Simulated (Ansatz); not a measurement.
GdIn, space group P4/mmm: a comparison of magnetic orders, run with Ansatz's Python interface.

`orders_gdin.py`
```python
"""Ferro, antiferro and non-magnetic states of GdIn."""

import ansatz as az
import numpy as np


def count_gap(report):
    # lowest empty less highest filled band, counting bands; zero where they overlap
    return max(report.get("gap_by_band_count_ev") or 0.0, 0.0)

CELL = [
    (3.83, 0.0, 0.0),
    (0.0, 3.83, 0.0),
    (0.0, 0.0, 7.28),
]
ATOMS = [
    ("Gd", (0.0, 0.0, 0.0)),
    ("In", (0.5, 0.5, 0.25)),
    ("Gd", (0.0, 0.0, 0.5)),
    ("In", (0.5, 0.5, 0.75)),
]


def magnet(moments):
    crystal = az.Crystal(lattice=az.Lattice.of(CELL))
    for (symbol, position), moment in zip(ATOMS, moments):
        crystal = crystal.atom(symbol, position, moment=moment or None)
    return crystal


def main() -> None:
    # starting moments in muB, one an atom
    orders = {
        "FM": [7, 0, 7, 0],
        "AFM": [7, 0, -7, 0],
    }

    rows = []
    for label, moments in orders.items():
        calc = (
            magnet(moments).calculation()
            .accuracy("medium")
            .basis(12 * az.Ha)
            .kpoints(density=1.9)
            .functional("PBEsol", dispersion="d3bj")
            .occupations("methfessel_paxton", width=0.2)
            .mixing("anderson", beta=0.7)
            .pseudopotentials("paw")
            .spin("collinear")
            .band_table()
        )
        r = calc.run(threads=1).report
        rows.append((label, r["free_energy_ev"], r["magnetization_mub"], r["absolute_magnetization_mub"], max(abs(m) for m in r["site_moments_mub"]), count_gap(r)))
        print(label, "site moments:", [round(m, 2) for m in r["site_moments_mub"]])

    # the same cell with no spin polarisation
    plain = (
        magnet([0] * len(ATOMS)).calculation()
        .accuracy("medium")
        .basis(12 * az.Ha)
        .kpoints(density=1.9)
        .functional("PBEsol", dispersion="d3bj")
        .occupations("methfessel_paxton", width=0.2)
        .mixing("anderson", beta=0.7)
        .pseudopotentials("paw")
        .band_table()
    )
    r = plain.run(threads=1).report
    rows.append(("NM", r["free_energy_ev"], 0.0, 0.0, 0.0, count_gap(r)))

    lowest = min(row[1] for row in rows)
    rows = [(row[0], 1000 * (row[1] - lowest) / 2, *row[2:]) for row in sorted(rows, key=lambda row: row[1])]
    print("         order  meV/magnetic atom         net muB    absolute muB  largest site muB  gap by band count eV")
    for row in rows:
        print(f"{str(row[0]):>14s}  {row[1]:17.2f}  {row[2]:14.3f}  {row[3]:14.3f}  {row[4]:16.3f}  {row[5]:20.3f}")
    print("lowest of these starts:", rows[0][0])


if __name__ == "__main__":
    main()
```

Which magnetic state ends lowest, and by how much?

In order of energy: antiferro- or ferrimagnetic (+0.0 meV an atom, largest site moment 7.09 μB), ferromagnetic (+0.9 meV an atom, largest site moment 7.05 μB) and non-magnetic (+3679.3 meV an atom, largest site moment 0.00 μB). These are the states reached from the starts typed.

The run itself:

```console
$ python orders_gdin.py
DeckWarning: basis.ecutwfc = 326.536634951856 eV is below the records' recommended 420 eV, and the density's cutoff is lower with it unless basis.ecutrho_ratio is high enough to keep the records' density cutoff: compare with a run at a higher cutoff
FM site moments: [7.05, -0.02, 7.05, -0.02]
AFM site moments: [7.09, -0.0, -7.09, -0.0]
         order  meV/magnetic atom         net muB    absolute muB  largest site muB  gap by band count eV
           AFM               0.00          -0.000          14.694             7.086                 0.000
            FM               1.82          14.400          14.508             7.045                 0.000
            NM            7358.62           0.000           0.000             0.000                 0.000
lowest of these starts: AFM
```
(Warnings from the package without file and line.)

What to keep in mind:
- The settings weren't tested for convergence.
- The cutoff lies under the one recommended for these potentials.
- Open f shells: without a Hubbard U, without spin-orbit coupling; the state reached hangs on the start and needn't be the lowest.
- Dispersion corrections can be off by several per cent in the lattices of metals, and by several GPa in the pressure at a fixed cell.
- The mesh is modest for a metal, so energies can be off by several to tens of meV an atom and pressures by half a GPa or more; differences at equal mesh fare better.
- The free energy holds a sizeable smearing term, which stands for no physical temperature.
- A gap by band count of zero or less means overlapping bands, a metal.
- The starting cell is as deposited in a crystallographic database; the results hold for this polymorph, which needn't be the stable one.
- Gaps and levels are Kohn-Sham values on a finite set of k-points, without spin-orbit coupling.
- Each row is the state reached from that start at the given structure, not necessarily the lowest of its order; other orders weren't tried.
- Finished in 24 s on 1 thread of Arm Neoverse V2 (shared host), peak memory 0.49 GiB.
